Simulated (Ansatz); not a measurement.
## GeCN2: single point with PBE0 form with a typed share of exact exchange

The system is GeCN2.

```
Ge N C
1.0
     1.79379    1.03565    4.92196
    -1.79379    1.03565    4.92196
     0.00000   -2.07129    4.92196
Ge N C
1 2 1
Direct
  0.00000 0.00000 0.00000
  0.58390 0.58390 0.58390
  0.41610 0.41610 0.41610
  0.50000 0.50000 0.50000
```

The cell comes from a database or a generator and needn't be the stable form of this composition.

```
Program                 : Ansatz 0.2.0
Task                    : single point
Functional              : PBE0 form with a typed share of exact exchange
Potentials or basis     : Ansatz PAW
Cutoff                  : 420 eV (not typed: the program's choice for these potentials)
k mesh                  : 5 × 5 × 5
Occupations             : fermi-dirac, width 0.05 eV
Spin                    : no spin polarisation
Share of exact exchange : 0.15
```

* Pressure: -2.1 GPa
* Largest force: 0.611 eV/Å
* Band gap on the k mesh: 2.24 eV, indirect (least direct gap 3.06 eV)

Forces in eV/Å, atoms in the order of the input:
```
Ge   0.000  0.000  0.000
N    0.000  0.000 -0.611
N    0.000  0.000  0.611
C    0.000  0.000  0.000
```

Stress tensor (GPa, compression positive):
```
-0.43  0.00  0.00
 0.00 -0.43  0.00
 0.00  0.00 -5.55
```

Levels at points of the mesh, in eV from the valence-band top:
```
           k point  band 10  band 11  band 12  band 13  band 14  band 15  band 16  band 17  band 18
(0.00, 0.00, 0.00)    -5.43    -5.43    -2.03    -1.86    -1.86     3.64     4.45     4.45     6.23
```

Run time: 24 s on 2 threads of Arm Neoverse V2, on a shared host, peak memory 1.4 GiB.

Caveat: odd divisions of the mesh miss points on the zone boundary, where band edges often lie, so the gap on the mesh can be too wide; the pressure holds a Pulay correction of +0.4 GPa for the finite cutoff; the PAW data sets come from PBE, with cores solved anew for the run's functional, which leaves a small shift of forces and pressure; the thresholds are loose for stress. A k mesh can miss the band edges.
